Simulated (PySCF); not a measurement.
# GeH₃Cl: core binding energies at several levels of theory, part 2 of 2

PySCF 2.14.0. Atoms count from 0.

**11. Core-electron binding energies: SCAN, X2C**

What the job is given:

```
{"job": {"kind": "xps", "basis": "pcX-1"}, "charge": 0, "multiplicity": 1}
Cl     2.308092     0.070765     0.115619
Ge     0.155309     0.209214    -0.047208
H     -0.438160    -0.339918     1.256932
H     -0.197664     1.689464    -0.245209
H     -0.268475    -0.635160    -1.256445
```

Method: delta-SCF UKS SCAN, pcX-1 on the ionised atom, pcseg-1 elsewhere, spin-free X2C.

The program printed:

```text
ground state, core basis on atom 0 (Cl), 82 functions
  cycle   1  E = -2557.43562405  |g| = 2.84e-01
  cycle   2  E = -2557.41095310  |g| = 4.29e-01
  cycle   3  E = -2557.45564939  |g| = 2.90e-02
  cycle   4  E = -2557.45582125  |g| = 8.60e-03
  cycle   5  E = -2557.45583396  |g| = 1.87e-03
  cycle   6  E = -2557.45584303  |g| = 7.82e-04
  cycle   7  E = -2557.45583693  |g| = 7.32e-05
  E(ground) = -2557.57339859 Eh
hole in Cl 1s of atom 0
  cycle   1  E = -2452.26437467  |g| = 5.47e+00
  cycle   2  E = -2452.94012251  |g| = 2.05e+00
  cycle   3  E = -2453.37155002  |g| = 5.73e-01
  cycle   4  E = -2453.49465783  |g| = 1.47e-01
  cycle   5  E = -2453.50597570  |g| = 2.42e-02
  cycle   6  E = -2453.50607891  |g| = 1.28e-02
  cycle   7  E = -2453.50616395  |g| = 3.26e-03
  cycle   8  E = -2453.50616755  |g| = 4.41e-04
  E(ion) = -2453.63289316 Eh   <S^2> = 0.7522   hole on atom = 1.000   binding energy = 2828.365 eV
hole in Cl 2p of atom 0
  cycle   1  E = -2549.39926646  |g| = 1.70e+00
  cycle   2  E = -2549.53705004  |g| = 1.14e+00
  cycle   3  E = -2549.85028487  |g| = 1.18e-01
  cycle   4  E = -2549.85772913  |g| = 4.25e-02
  cycle   5  E = -2549.85904499  |g| = 5.05e-03
  cycle   6  E = -2549.85906536  |g| = 2.67e-03
  cycle   7  E = -2549.85906718  |g| = 3.61e-04
  E(ion) = -2549.98671211 Eh   <S^2> = 0.7518   hole on atom = 1.001   binding energy = 206.444 eV
  2p3/2 = 205.846 eV   2p1/2 = 207.488 eV
```

Run time: 3.6 s. Hardware: 1 thread of Arm Neoverse N1, shared host; peak memory 0.36 GiB.

Binding energies by hole, beside the orbital energy of the ground state; the difference holds orbital relaxation and, for a density functional, its self-interaction error:

```
       hole  stands for            environment  ΔSCF (eV; 2p as the shell's mean)  −ε (eV)   ⟨S²⟩
Cl1s on Cl0         Cl0  chlorine bonded to Ge                            2828.37   2763.5  0.752
Cl2p on Cl0         Cl0  chlorine bonded to Ge                             206.39    193.2  0.752
```

With the spin-orbit splitting: Cl0 2p3/2 205.85, 2p1/2 207.49 eV. The table gives each 2p level as the mean over the whole 2p shell (two parts 2p3/2, one part 2p1/2), which differs a little from the single hole in the log.

**12. Core-electron binding energies: SCAN, X2C**

Settings changed since step 11:

```diff
@@ -1,2 +1,2 @@
-{"job": {"kind": "xps", "basis": "pcX-1"}, "charge": 0, "multiplicity": 1}
+{"job": {"kind": "xps", "basis": "cc-pCVTZ"}, "charge": 0, "multiplicity": 1}
 Cl     2.308092     0.070765     0.115619
```

Method: delta-SCF UKS SCAN, cc-pCVTZ on the ionised atom, pcseg-1 elsewhere, spin-free X2C.

The program printed:

```text
ground state, core basis on atom 0 (Cl), 101 functions
  cycle   1  E = -2557.31725048  |g| = 2.92e-01
  cycle   2  E = -2557.29058861  |g| = 4.49e-01
  cycle   3  E = -2557.33826489  |g| = 3.75e-02
  cycle   4  E = -2557.33855162  |g| = 1.33e-02
  cycle   5  E = -2557.33857669  |g| = 1.96e-03
  cycle   6  E = -2557.33857658  |g| = 1.36e-03
  cycle   7  E = -2557.33857870  |g| = 1.44e-04
  E(ground) = -2557.45593666 Eh
hole in Cl 1s of atom 0
  cycle   1  E = -2452.21062968  |g| = 5.20e+00
  cycle   2  E = -2452.82497869  |g| = 2.04e+00
  cycle   3  E = -2453.29255924  |g| = 5.68e-01
  cycle   4  E = -2453.42882998  |g| = 1.55e-01
  cycle   5  E = -2453.44134894  |g| = 3.61e-02
  cycle   6  E = -2453.44163488  |g| = 1.97e-02
  cycle   7  E = -2453.44178059  |g| = 2.70e-03
  cycle   8  E = -2453.44178349  |g| = 9.12e-04
  cycle   9  E = -2453.44178451  |g| = 2.80e-04
  E(ion) = -2453.56931934 Eh   <S^2> = 0.7525   hole on atom = 1.000   binding energy = 2826.899 eV
hole in Cl 2p of atom 0
  cycle   1  E = -2549.28399785  |g| = 1.72e+00
  cycle   2  E = -2549.38425939  |g| = 1.16e+00
  cycle   3  E = -2549.73142236  |g| = 1.51e-01
  cycle   4  E = -2549.74408467  |g| = 5.57e-02
  cycle   5  E = -2549.74618627  |g| = 9.68e-03
  cycle   6  E = -2549.74621244  |g| = 4.81e-03
  cycle   7  E = -2549.74621977  |g| = 7.30e-04
  cycle   8  E = -2549.74622144  |g| = 3.55e-04
  E(ion) = -2549.87294362 Eh   <S^2> = 0.7519   hole on atom = 1.001   binding energy = 206.344 eV
  2p3/2 = 205.777 eV   2p1/2 = 207.406 eV
```

Wall time 6 s (1 thread of Arm Neoverse N1, shared host); peak memory 0.36 GiB.

Binding energies by hole, beside the orbital energy of the ground state; the difference holds orbital relaxation and, for a density functional, its self-interaction error:

```
       hole  stands for            environment  ΔSCF (eV; 2p as the shell's mean)  −ε (eV)   ⟨S²⟩
Cl1s on Cl0         Cl0  chlorine bonded to Ge                            2826.90   2761.7  0.752
Cl2p on Cl0         Cl0  chlorine bonded to Ge                             206.32    193.2  0.752
```

With the spin-orbit splitting: Cl0 2p3/2 205.78, 2p1/2 207.41 eV. The table gives each 2p level as the mean over the whole 2p shell (two parts 2p3/2, one part 2p1/2), which differs a little from the single hole in the log.

**13. Core holes by ΔSCF: SCAN, X2C**

Settings changed since step 12:

```diff
@@ -1,2 +1,2 @@
-{"job": {"kind": "xps", "basis": "cc-pCVTZ"}, "charge": 0, "multiplicity": 1}
+{"job": {"kind": "xps", "basis": "def2-TZVP"}, "charge": 0, "multiplicity": 1}
 Cl     2.308092     0.070765     0.115619
```

Level: delta-SCF UKS SCAN, def2-TZVP on the ionised atom, pcseg-1 elsewhere, spin-free X2C.

The program printed:

```text
ground state, core basis on atom 0 (Cl), 79 functions
  cycle   1  E = -2557.28313410  |g| = 2.84e-01
  cycle   2  E = -2557.25668265  |g| = 4.40e-01
  cycle   3  E = -2557.30421470  |g| = 3.35e-02
  cycle   4  E = -2557.30446320  |g| = 1.21e-02
  cycle   5  E = -2557.30449897  |g| = 1.68e-03
  cycle   6  E = -2557.30449730  |g| = 1.21e-03
  cycle   7  E = -2557.30449964  |g| = 8.05e-05
  E(ground) = -2557.42133433 Eh
hole in Cl 1s of atom 0
  cycle   1  E = -2452.10341949  |g| = 3.72e+00
  cycle   2  E = -2452.66066030  |g| = 1.60e+00
  cycle   3  E = -2453.10507442  |g| = 4.15e-01
  cycle   4  E = -2453.19358016  |g| = 9.36e-02
  cycle   5  E = -2453.19911023  |g| = 2.25e-02
  cycle   6  E = -2453.19930908  |g| = 6.86e-03
  cycle   7  E = -2453.19933479  |g| = 1.17e-03
  cycle   8  E = -2453.19933540  |g| = 2.58e-04
  E(ion) = -2453.32839737 Eh   <S^2> = 0.7519   hole on atom = 1.000   binding energy = 2832.513 eV
hole in Cl 2p of atom 0
  cycle   1  E = -2549.23863798  |g| = 1.62e+00
  cycle   2  E = -2549.34746819  |g| = 1.05e+00
  cycle   3  E = -2549.67534152  |g| = 1.46e-01
  cycle   4  E = -2549.68902577  |g| = 4.46e-02
  cycle   5  E = -2549.69047597  |g| = 6.82e-03
  cycle   6  E = -2549.69049636  |g| = 3.10e-03
  cycle   7  E = -2549.69049735  |g| = 6.54e-04
  cycle   8  E = -2549.69049989  |g| = 1.99e-04
  E(ion) = -2549.81781680 Eh   <S^2> = 0.7516   hole on atom = 1.001   binding energy = 206.902 eV
  2p3/2 = 206.320 eV   2p1/2 = 207.941 eV
```

It took 4.3 s on 1 thread of Arm Neoverse N1, shared host; peak memory 0.36 GiB.

The holes in one table. −ε is the ground-state orbital energy:

```
       hole  stands for            environment  ΔSCF (eV; 2p as the shell's mean)  −ε (eV)   ⟨S²⟩
Cl1s on Cl0         Cl0  chlorine bonded to Ge                            2832.51   2764.1  0.752
Cl2p on Cl0         Cl0  chlorine bonded to Ge                             206.86    193.4  0.752
```

With the spin-orbit splitting: Cl0 2p3/2 206.32, 2p1/2 207.94 eV. The table gives each 2p level as the mean over the whole 2p shell (two parts 2p3/2, one part 2p1/2), which differs a little from the single hole in the log.

**14. Core holes by ΔSCF: SCAN, X2C**

Settings changed since step 13:

```diff
@@ -1,2 +1,2 @@
-{"job": {"kind": "xps", "basis": "def2-TZVP"}, "charge": 0, "multiplicity": 1}
+{"job": {"kind": "xps", "basis": "unc-def2-TZVP"}, "charge": 0, "multiplicity": 1}
 Cl     2.308092     0.070765     0.115619
```

With the program's defaults for keys left out, this is: delta-SCF UKS SCAN, unc-def2-TZVP on the ionised atom, pcseg-1 elsewhere, spin-free X2C.

The program printed:

```text
ground state, core basis on atom 0 (Cl), 105 functions
  cycle   1  E = -2557.45159006  |g| = 3.00e-01
  cycle   2  E = -2557.42478631  |g| = 4.55e-01
  cycle   3  E = -2557.47273237  |g| = 3.91e-02
  cycle   4  E = -2557.47302853  |g| = 1.55e-02
  cycle   5  E = -2557.47306688  |g| = 2.60e-03
  cycle   6  E = -2557.47306435  |g| = 1.46e-03
  cycle   7  E = -2557.47306544  |g| = 2.23e-04
  E(ground) = -2557.59013359 Eh
hole in Cl 1s of atom 0
  cycle   1  E = -2452.28463533  |g| = 5.47e+00
  cycle   2  E = -2452.90270536  |g| = 2.12e+00
  cycle   3  E = -2453.36309318  |g| = 6.13e-01
  cycle   4  E = -2453.50776285  |g| = 1.94e-01
  cycle   5  E = -2453.52562771  |g| = 4.23e-02
  cycle   6  E = -2453.52594718  |g| = 2.31e-02
  cycle   7  E = -2453.52614868  |g| = 4.43e-03
  cycle   8  E = -2453.52616139  |g| = 8.21e-04
  cycle   9  E = -2453.52616158  |g| = 2.18e-04
  E(ion) = -2453.65288836 Eh   <S^2> = 0.7522   hole on atom = 1.000   binding energy = 2828.277 eV
hole in Cl 2p of atom 0
  cycle   1  E = -2549.41861663  |g| = 1.71e+00
  cycle   2  E = -2549.51650331  |g| = 1.20e+00
  cycle   3  E = -2549.86913374  |g| = 1.48e-01
  cycle   4  E = -2549.87957043  |g| = 5.73e-02
  cycle   5  E = -2549.88167832  |g| = 1.09e-02
  cycle   6  E = -2549.88172685  |g| = 5.71e-03
  cycle   7  E = -2549.88173711  |g| = 5.96e-04
  cycle   8  E = -2549.88173753  |g| = 2.86e-04
  E(ion) = -2550.00856215 Eh   <S^2> = 0.7520   hole on atom = 1.001   binding energy = 206.305 eV
  2p3/2 = 205.719 eV   2p1/2 = 207.367 eV
```

Run time: 5.2 s. Hardware: 1 thread of Arm Neoverse N1, shared host; peak memory 0.36 GiB.

The holes in one table. −ε is the ground-state orbital energy:

```
       hole  stands for            environment  ΔSCF (eV; 2p as the shell's mean)  −ε (eV)   ⟨S²⟩
Cl1s on Cl0         Cl0  chlorine bonded to Ge                            2828.28   2763.3  0.752
Cl2p on Cl0         Cl0  chlorine bonded to Ge                             206.27    193.1  0.752
```

With the spin-orbit splitting: Cl0 2p3/2 205.72, 2p1/2 207.37 eV. The table gives each 2p level as the mean over the whole 2p shell (two parts 2p3/2, one part 2p1/2), which differs a little from the single hole in the log.

**15. Core-electron binding energies: SCAN, non-relativistic**

Settings changed since step 14:

```diff
@@ -1,2 +1,2 @@
-{"job": {"kind": "xps", "basis": "unc-def2-TZVP"}, "charge": 0, "multiplicity": 1}
+{"job": {"kind": "xps", "x2c": false}, "charge": 0, "multiplicity": 1}
 Cl     2.308092     0.070765     0.115619
```

With the program's defaults for keys left out, this is: delta-SCF UKS SCAN, pcX-2 on the ionised atom, pcseg-1 elsewhere, non-relativistic.

The program printed:

```text
ground state, core basis on atom 0 (Cl), 102 functions
  cycle   1  E = -2538.81115647  |g| = 5.41e-01
  cycle   2  E = -2538.78716147  |g| = 4.33e-01
  cycle   3  E = -2538.82453144  |g| = 2.23e-01
  cycle   4  E = -2538.83499556  |g| = 2.49e-02
  cycle   5  E = -2538.83512569  |g| = 4.99e-03
  cycle   6  E = -2538.83513594  |g| = 1.68e-03
  cycle   7  E = -2538.83513559  |g| = 8.09e-04
  cycle   8  E = -2538.83513610  |g| = 5.38e-05
  E(ground) = -2538.94932760 Eh
hole in Cl 1s of atom 0
  cycle   1  E = -2434.02457359  |g| = 5.42e+00
  cycle   2  E = -2434.65509524  |g| = 2.06e+00
  cycle   3  E = -2435.10650580  |g| = 5.80e-01
  cycle   4  E = -2435.23919222  |g| = 1.60e-01
  cycle   5  E = -2435.25254691  |g| = 3.16e-02
  cycle   6  E = -2435.25273077  |g| = 1.80e-02
  cycle   7  E = -2435.25286766  |g| = 3.75e-03
  cycle   8  E = -2435.25287433  |g| = 6.43e-04
  cycle   9  E = -2435.25287414  |g| = 1.74e-04
  E(ion) = -2435.37767678 Eh   <S^2> = 0.7522   hole on atom = 1.000   binding energy = 2818.328 eV
hole in Cl 2p of atom 0
  cycle   1  E = -2530.78112991  |g| = 1.70e+00
  cycle   2  E = -2530.89266992  |g| = 1.17e+00
  cycle   3  E = -2531.22982986  |g| = 1.35e-01
  cycle   4  E = -2531.23898184  |g| = 4.87e-02
  cycle   5  E = -2531.24054586  |g| = 6.98e-03
  cycle   6  E = -2531.24058809  |g| = 1.63e-03
  cycle   7  E = -2531.24058821  |g| = 3.16e-04
  E(ion) = -2531.36577952 Eh   <S^2> = 0.7518   hole on atom = 1.001   binding energy = 206.359 eV
  2p3/2 = 205.770 eV   2p1/2 = 207.396 eV
```

Wall time 4.7 s (1 thread of Arm Neoverse N1, shared host); peak memory 0.36 GiB.

The holes in one table. −ε is the ground-state orbital energy:

```
       hole  stands for            environment  ΔSCF (eV; 2p as the shell's mean)  −ε (eV)   ⟨S²⟩
Cl1s on Cl0         Cl0  chlorine bonded to Ge                            2818.33   2753.4  0.752
Cl2p on Cl0         Cl0  chlorine bonded to Ge                             206.31    193.1  0.752
```

With the spin-orbit splitting: Cl0 2p3/2 205.77, 2p1/2 207.40 eV. The table gives each 2p level as the mean over the whole 2p shell (two parts 2p3/2, one part 2p1/2), which differs a little from the single hole in the log.

**16. Outcome**

What follows sums up all 2 parts.

| quantity | value |
| --- | --- |
| point group | C3v |
| rotational constants (main isotopes) | 77.96, 4.27, 4.27 GHz |
| Cl1s binding energies, SCAN/pcX-2 | Cl0 2828.35 eV |
| Cl2p binding energies, SCAN/pcX-2 | Cl0 206.30 eV |
| Cl1s binding energies, r2SCAN/pcX-2 | Cl0 2827.84 eV |
| Cl2p binding energies, r2SCAN/pcX-2 | Cl0 206.20 eV |
| Cl1s binding energies, B3LYP/pcX-2 | Cl0 2825.92 eV |
| Cl2p binding energies, B3LYP/pcX-2 | Cl0 205.88 eV |
| Cl1s binding energies, PBE0/pcX-2 | Cl0 2825.30 eV |
| Cl2p binding energies, PBE0/pcX-2 | Cl0 205.69 eV |
| Cl1s binding energies, PBE/pcX-2 | Cl0 2823.85 eV |
| Cl2p binding energies, PBE/pcX-2 | Cl0 205.27 eV |
| Cl1s binding energies, TPSS/pcX-2 | Cl0 2826.58 eV |
| Cl2p binding energies, TPSS/pcX-2 | Cl0 205.25 eV |
| Cl1s binding energies, HF/pcX-2 | Cl0 2829.28 eV |
| Cl2p binding energies, HF/pcX-2 | Cl0 205.72 eV |
| Cl1s binding energies, CAM-B3LYP/pcX-2 | Cl0 2826.48 eV |
| Cl2p binding energies, CAM-B3LYP/pcX-2 | Cl0 205.79 eV |
| Cl1s binding energies, SCAN/pcX-1 | Cl0 2828.37 eV |
| Cl2p binding energies, SCAN/pcX-1 | Cl0 206.39 eV |
| Cl1s binding energies, SCAN/cc-pCVTZ | Cl0 2826.90 eV |
| Cl2p binding energies, SCAN/cc-pCVTZ | Cl0 206.32 eV |
| Cl1s binding energies, SCAN/def2-TZVP | Cl0 2832.51 eV |
| Cl2p binding energies, SCAN/def2-TZVP | Cl0 206.86 eV |
| Cl1s binding energies, SCAN/unc-def2-TZVP | Cl0 2828.28 eV |
| Cl2p binding energies, SCAN/unc-def2-TZVP | Cl0 206.27 eV |
| Cl1s binding energies, SCAN/pcX-2, non-relativistic | Cl0 2818.33 eV |
| Cl2p binding energies, SCAN/pcX-2, non-relativistic | Cl0 206.31 eV |

**Reading.** Single values in the summary come from the first run of each kind that ended normally (SCAN/pcX-2), which need not be the best level. Relaxing lowered the energy by 0.060 eV in 4 steps; the close pair that moved most is Cl0–Ge1, from 2.112 to 2.163 Å.
